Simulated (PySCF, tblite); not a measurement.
# C₅H₁₁N₂PSi: geometry, infrared bands and NMR shifts

Wanted: the infrared bands and NMR shifts of C₅H₁₁N₂PSi (`Cc1nn([SiH](C)C)cp1`), by calculation.

Programs: tblite 0.8.0 and PySCF 2.14.0, with density-fitted response routines of our own. Each step states its level of theory. These are calculated values for one molecule in the gas phase, unless marked as measured. Atoms count from 0, in the outputs and in this text.

### 1 The starting structure

20 atoms, charge 0, multiplicity 1; geometry from: force field or distance geometry start.

Bonds of the start (Å): C0–C1 1.49, C1–N2 1.33, N2–N3 1.36, N3–Si4 1.78, Si4–C5 1.86, Si4–C6 1.85, N3–C7 1.36, C7–P8 1.83, P8–C1 1.85, C0–H9 1.09, C0–H10 1.09, C0–H11 1.10, Si4–H12 1.49, C5–H13 1.10, C5–H14 1.10, C5–H15 1.10, C6–H16 1.10, C6–H17 1.10, C6–H18 1.10, C7–H19 1.08.

### 2 Geometry optimisation with GFN2-xTB

What the job is given:

```
{"job": {"kind": "relax", "xc": "GFN2-xTB", "basis": "xTB"}, "charge": 0, "multiplicity": 1}
C      3.468500     0.661100    -0.233600
C      2.220800    -0.114200    -0.498200
N      1.050300     0.296900    -0.005500
N      0.077100    -0.577000    -0.386800
Si    -1.620100    -0.331200     0.102100
C     -2.266400     1.256200    -0.632000
C     -1.782600    -0.335200     1.942000
C      0.494100    -1.652900    -1.114800
P      2.291600    -1.689700    -1.469800
H      3.910800     0.989400    -1.169200
H      4.189100     0.063900     0.317800
H      3.243700     1.556300     0.363000
H     -2.447400    -1.448500    -0.436400
H     -2.177300     1.249400    -1.723400
H     -1.701800     2.126300    -0.253500
H     -3.316800     1.406800    -0.358500
H     -2.827400    -0.211500     2.248600
H     -1.424000    -1.287300     2.366800
H     -1.206700     0.477700     2.402900
H     -0.180500    -2.425900    -1.464700
```

Run with:

```
$ OMP_NUM_THREADS=1 python probes_run.py task.json out
```

One launch serves the whole session: the jobs run in the order shown.

**Question.** This job is followed by: GFN2-xTB harmonic vibrations, gas phase; GIAO PBE0/pcSseg-1 NMR shielding, non-relativistic, gas phase. Predict these results of the whole session: strongest single infrared mode (GFN2-xTB); zero-point energy (GFN2-xTB); 13C shifts against TMS (PBE0/pcSseg-1, means over atoms taken as alike); 1H shifts against TMS (PBE0/pcSseg-1, means over atoms taken as alike); 15N shifts against NH3 (PBE0/pcSseg-1); 29Si shifts against TMS (PBE0/pcSseg-1); 31P shifts against H3PO4 (PBE0/pcSseg-1); surface potential, 1st and 99th percentile.

The runs gave:

| quantity | value |
| --- | --- |
| strongest single infrared mode (GFN2-xTB) | 2214 cm⁻¹, 287 km/mol |
| zero-point energy (GFN2-xTB) | 95.8 kcal/mol |
| 13C shifts against TMS (PBE0/pcSseg-1, means over atoms taken as alike) | 184.2, 173.6, 21.0, -0.6 ppm |
| 1H shifts against TMS (PBE0/pcSseg-1, means over atoms taken as alike) | 8.94, 5.35, 2.92, 0.50 ppm |
| 15N shifts against NH3 (PBE0/pcSseg-1) | 367.1, 254.1 ppm |
| 29Si shifts against TMS (PBE0/pcSseg-1) | 0.7 ppm |
| 31P shifts against H3PO4 (PBE0/pcSseg-1) | 107.9 ppm |
| surface potential, 1st and 99th percentile | -1.19 V and 1.13 V |

What this shows: Relaxing lowered the energy by 0.544 eV in 73 steps; the close pair that moved most is C7–P8, from 1.833 to 1.715 Å. All 54 modes are real, so the xTB geometry is a minimum. The strongest single mode, at 2214 cm⁻¹, moves mainly H12. GFN2-xTB is a fitted tight-binding method: band positions and strengths are rough. Its intensities can rank the bands wrongly. At PBE0/pcSseg-1: The largest span, 510 ppm, is at N2, where the paramagnetic term is -432 ppm. NICS(1)zz of -29 ppm above the planar ring from C1 marks a diatropic (aromatic) ring current. By nearest atom (PBE0/pcSseg-1), the HOMO sits on P8 48 %; N3 14 % and the LUMO on P8 34 %; C7 31 %.
